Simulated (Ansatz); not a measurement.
Task: a single point from a YAML input of HfZn, space group Pm-3m, with Ansatz 0.2.0 through its Python package. Give the script and its output. Use: LDA, PAW, cutoff 420 eV, 7×7×7 k-points, cold smearing of 0.05 eV.

```xyz
2
Lattice="3.2751 0.0000 0.0000 0.0000 3.2751 0.0000 0.0000 0.0000 3.2751" Properties=species:S:1:pos:R:3 pbc="T T T"
Hf    1.6376    1.6376    1.6376
Zn    0.0000    0.0000    0.0000
```

Script `yaml_run_hfzn.py`:
```python
import ansatz as az
import numpy as np

INPUT = """
crystal:
  lattice:
    - [3.275105, 0.0, 0.0]
    - [0.0, 3.275105, 0.0]
    - [0.0, 0.0, 3.275105]
  atoms:
    - { symbol: Hf, position: [0.5, 0.5, 0.5] }
    - { symbol: Zn, position: [0.0, 0.0, 0.0] }
kpoints:
  mp_grid: { kspacing: 0.3 }
hamiltonian:
  xc: lda
scf:
  occupations: { method: cold, width: 0.05 }
basis:
  ecutwfc: 420
output:
  forces: true
  stress: true
"""

done = az.Session.from_yaml(INPUT).plan(threads=1).execute()
data = done.report

energy = data["free_energy_ev"]
print("HfZn: {:.6f} eV = {:.6f} Ry = {:.6f} Ha".format(energy, energy / 13.605693, energy / 27.211386))
print("Fermi level {:.4f} eV, {} k-points, {} symmetry operations".format(data["fermi_energy_ev"], data["n_kpoints"], data["n_symmetry_ops"]))

sigma = data["stress_gpa"]
voigt = [sigma[0][0], sigma[1][1], sigma[2][2], sigma[1][2], sigma[0][2], sigma[0][1]]
print("stress xx yy zz yz xz xy (GPa, compression positive):", " ".join(f"{s:.3f}" for s in voigt))
print("P =", round(10 * float(np.mean(voigt[:3])), 2), "kbar")

used = data["setup"]
print("cutoffs (eV):", used["ecut_ev"], used["ecutrho_ev"], " FFT grid:", used["fft_dense"])
print("cell volume {:.3f} A^3, {} symmetry operations".format(used["cell_volume_ang3"], used["n_sym_ops"]))
```

```console
$ python yaml_run_hfzn.py
HfZn: -18723.546752 eV = -1376.155316 Ry = -688.077658 Ha
Fermi level 17.1520 eV, 20 k-points, 48 symmetry operations
stress xx yy zz yz xz xy (GPa, compression positive): -6.445 -6.445 -6.445 0.000 0.000 0.000
P = -64.45 kbar
cutoffs (eV): 420.0 1680.0  FFT grid: [24, 24, 24]
cell volume 35.130 A^3, 48 symmetry operations
```

Reading the output:
- Total energies depend on the potentials; only differences at equal settings carry meaning. A total without «per atom» is that of the cell as typed.
- Spin is left out of this run.
- An absolute Fermi energy rests on an arbitrary zero of the periodic potential and has no direct meaning.
- An opening on this mesh may only mean that it misses a point where bands touch.
- Spin-orbit coupling, which matters for elements this heavy, is left out.
- At these settings the cell as given stands under about -6 GPa, so it isn't at this functional's equilibrium volume.
- The structure comes from a database of computed cells and needn't be a stable or known phase.
- Timing: 1.4 s on 1 thread of Arm Neoverse V1, on a shared host, peak memory 0.35 GiB.

(Lines on the test bed's own set-up are left out of the output.)
